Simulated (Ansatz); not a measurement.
The system is NiMoIrPdW.

```
Ni Mo Pd Ir W
1.0
     4.14670    0.00000    0.00000
    -2.07335    3.59115    0.00000
     0.00000    0.00000    5.41629
Ni Mo Pd Ir W
1 1 1 1 1
Direct
  0.00000 0.00000 0.02221
  0.66667 0.33333 0.45996
  0.33333 0.66667 0.74601
  0.33333 0.66667 0.25641
  0.66667 0.33333 0.99985
```

The cell was built by a generator and needn't be a form met in nature.

Base run:

| Item | Value |
| --- | --- |
| Program | Ansatz 0.2.0 |
| Functional | PBE |
| Potentials or basis | Ansatz PAW |
| Cutoff | 420 eV (not typed: the program's choice for these potentials) |
| k mesh | 7 × 7 × 5 |
| Occupations | fermi-dirac, width 0.05 eV |
| Spin | collinear spin, ferromagnetic start |
| Starting moments | [1.0, 1.0, 0.0, 0.6, 0.0] μB |

Its results: band gap on the k mesh none (metal or under the smearing width); pressure 0.0 GPa; net moment 0.00 μB per cell; largest force 0.158 eV/Å.

**Question.** After a change of settings the same cell gave: band gap on the k mesh none (metal or under the smearing width); pressure -8.0 GPa; net moment 0.00 μB per cell; largest force 0.167 eV/Å. Which change was it?
A. functional from PBE to PBEsol
B. potentials or basis from Ansatz PAW to Ansatz PAW earlier set; cutoff from 420 eV (not typed: the program's choice for these potentials) to 1080 eV; valence electrons from 81 to 109
C. potentials or basis from Ansatz PAW to JTH PAW; cutoff from 420 eV (not typed: the program's choice for these potentials) to 2400 eV (not typed: the program's choice for these potentials); valence electrons from 81 to 79
D. potentials or basis from Ansatz PAW to Ansatz NC with PseudoDojo standard (PBE files); cutoff from 420 eV (not typed: the program's choice for these potentials) to 1400 eV (not typed: the program's choice for these potentials)

**Answer.** A.

PBEsol binds more tightly than PBE, so the same cell stands under less pressure.

Caveats: spin-orbit coupling is left out, which moves the levels of the heavy elements; the starting moments weren't kept; the PAW data sets come from PBE, with cores solved anew for the run's functional, which leaves a small shift of forces and pressure (some runs).
